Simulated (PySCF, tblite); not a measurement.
**C₄H₉F₃SSi: geometry, infrared bands and NMR shifts**

What infrared bands and NMR shifts should C₄H₉F₃SSi (`CC(C)S[SiH2]C(F)(F)F`) show?

Programs: tblite 0.8.0 and PySCF 2.14.0, with density-fitted response routines of our own. Each step states its level of theory. These are calculated values for one molecule in the gas phase, unless marked as measured. Atoms count from 0, in the outputs and in this text.

## Step 1: Starting geometry

18 atoms, charge 0, multiplicity 1; geometry from: force field or distance geometry start.

Bonds of the start (Å): C0–C1 1.48, C1–C2 1.52, C1–S3 1.77, S3–Si4 2.08, Si4–C5 1.87, C5–F6 1.39, C5–F7 1.37, C5–F8 1.37, C0–H9 1.13, C0–H10 1.11, C0–H11 1.11, C1–H12 1.13, C2–H13 1.11, C2–H14 1.11, C2–H15 1.13, Si4–H16 1.48, Si4–H17 1.46.

## Step 2: Relaxing the molecule with GFN2-xTB

What the job is given:

```
{"job": {"kind": "relax", "xc": "GFN2-xTB", "basis": "xTB"}, "charge": 0, "multiplicity": 1}
C     -1.381400     1.123700    -0.380400
C     -1.301200     0.150500     0.730900
C     -2.327900    -0.936900     0.467100
S      0.265300    -0.643900     0.975300
Si     1.637900    -0.648200    -0.592400
C      3.155000     0.275000     0.005200
F      3.449000    -0.239900     1.261000
F      2.767000     1.584300     0.149200
F      4.235200     0.094900    -0.825500
H     -2.475900     1.397100    -0.477600
H     -0.883500     2.099900    -0.179100
H     -1.110100     0.703800    -1.367800
H     -1.565900     0.671300     1.700300
H     -2.112400    -1.871100     1.028600
H     -2.307500    -1.131900    -0.626500
H     -3.316800    -0.498500     0.798100
H      2.094100    -2.036100    -0.817600
H      1.170200    -0.087700    -1.860500
```

On the command line:

```console
> OMP_NUM_THREADS=1 python probes_run.py task.json out
```

One launch serves the whole session: the jobs run in the order shown.

**Question.** This job is followed by: GFN2-xTB harmonic vibrations, gas phase; GIAO PBE0/pcSseg-1 NMR shielding, non-relativistic, gas phase. Predict these results of the whole session: strongest single infrared mode (GFN2-xTB); zero-point energy (GFN2-xTB); 13C shifts against TMS (PBE0/pcSseg-1, means over atoms taken as alike); 1H shifts against TMS (PBE0/pcSseg-1, means over atoms taken as alike); 33S shifts against CS2 (PBE0/pcSseg-1); 29Si shifts against TMS (PBE0/pcSseg-1); 19F shifts against CFCl3 (PBE0/pcSseg-1, means over atoms taken as alike).

The runs gave:

| quantity | value |
| --- | --- |
| strongest single infrared mode (GFN2-xTB) | 726 cm⁻¹, 411 km/mol |
| zero-point energy (GFN2-xTB) | 78.0 kcal/mol |
| 13C shifts against TMS (PBE0/pcSseg-1, means over atoms taken as alike) | 138.8, 40.7, 29.0 ppm |
| 1H shifts against TMS (PBE0/pcSseg-1, means over atoms taken as alike) | 4.96, 3.09, 1.51 ppm |
| 33S shifts against CS2 (PBE0/pcSseg-1) | -94 ppm |
| 29Si shifts against TMS (PBE0/pcSseg-1) | -43.1 ppm |
| 19F shifts against CFCl3 (PBE0/pcSseg-1, means over atoms taken as alike) | -68.7 ppm |

Relaxing lowered the energy by 0.969 eV in 148 steps; the close pair that moved most is C1–S3, from 1.773 to 1.851 Å. All 48 modes are real, so the xTB geometry is a minimum. The strongest single mode, at 726 cm⁻¹, moves mainly H16 and H17. Unscaled tight-binding wavenumbers are off by several per cent, some by more. Its intensities can rank the bands wrongly. At PBE0/pcSseg-1: The widest tensor belongs to S3: span 460 ppm, with a paramagnetic part of -463 ppm.
